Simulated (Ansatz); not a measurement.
# CH6GeTe: small, medium and large basis sets

An exercise on one series of results from a longer session: the logs are not shown, and one member is left open.

Computed with Ansatz 0.2.0, Gaussian basis. Level: one geometry, several basis sets.

The runs, in order: PBE0-D4/def2-SVP; ωB97M-V/def2-SVP; PBE0-D4/def2-QZVPP; ωB97M-V/def2-QZVPP; the functionals' def2-TZVPP values are taken from earlier runs.

## Structure used throughout

An earlier PBE0-D4 in a triple-zeta def2 set relaxation fixed the geometry. Te takes the def2 core potential; no spin-orbit term is included.

SMILES `[CH3][GeH2][TeH]`, 9 atoms, charge 0, spin multiplicity 1.

Atoms are counted from 1 here; the program's logs count them from 0.

Bond lengths: C1–Ge2 1.950 Å, C1–H4 1.092 Å, C1–H5 1.090 Å, C1–H6 1.090 Å, Ge2–Te3 2.564 Å, Ge2–H7 1.539 Å, Ge2–H8 1.539 Å, Te3–H9 1.658 Å. Angles: Ge2–C1–H4 110.0°, Ge2–C1–H5 109.8°, Ge2–C1–H6 109.9°, H4–C1–H5 109.3°, H4–C1–H6 108.9°, H5–C1–H6 108.8°, C1–Ge2–Te3 111.1°, C1–Ge2–H7 111.4°, C1–Ge2–H8 110.9°, Te3–Ge2–H7 104.3°, Te3–Ge2–H8 109.5°, H7–Ge2–H8 109.4°, Ge2–Te3–H9 91.5°.

The first run:

in.yaml

```yaml
crystal:
  periodic: [false, false, false]
  atoms:
    - {symbol: C, position_ang: [-0.541152, 0.934868, -0.692314]}
    - {symbol: Ge, position_ang: [0.398099, -0.722672, -0.274217]}
    - {symbol: Te, position_ang: [1.418823, -0.637226, 2.076776]}
    - {symbol: H, position_ang: [-0.942143, 0.890716, -1.706856]}
    - {symbol: H, position_ang: [0.144086, 1.778537, -0.612691]}
    - {symbol: H, position_ang: [-1.364244, 1.082453, 0.007209]}
    - {symbol: H, position_ang: [1.604721, -0.935877, -1.205433]}
    - {symbol: H, position_ang: [-0.548116, -1.932221, -0.379458]}
    - {symbol: H, position_ang: [-0.081574, -0.504781, 2.769883]}
basis:
  gaussian: {orbitals: def2-SVP}
hamiltonian: {xc: pbe0, dispersion: d4}
output: {orbitals: {seedname: orbitals}}
```

Among the steps run: PBE0-D4 in def2-SVP; ωB97M-V in def2-SVP; PBE0-D4 in def2-QZVPP; ωB97M-V in def2-QZVPP.

One table of the session follows, with a row left open; its other results are not shown here.

It belongs to the step «Functionals by basis». 

| functional | basis | HOMO (eV) |
| --- | --- | --- |
| PBE0-D4 | def2-SVP | -6.21 |
| PBE0-D4 | def2-TZVPP | -6.32 |
| PBE0-D4 | def2-QZVPP | -6.33 |
| ωB97M-V | def2-SVP | -8.27 |
| ωB97M-V | def2-TZVPP | -8.40 |
| ωB97M-V | def2-QZVPP | ? |

Q: Estimate the row for ωB97M-V, def2-QZVPP from the others.

As computed: HOMO (eV): -8.42. In the column «HOMO (eV)» it is the lowest.
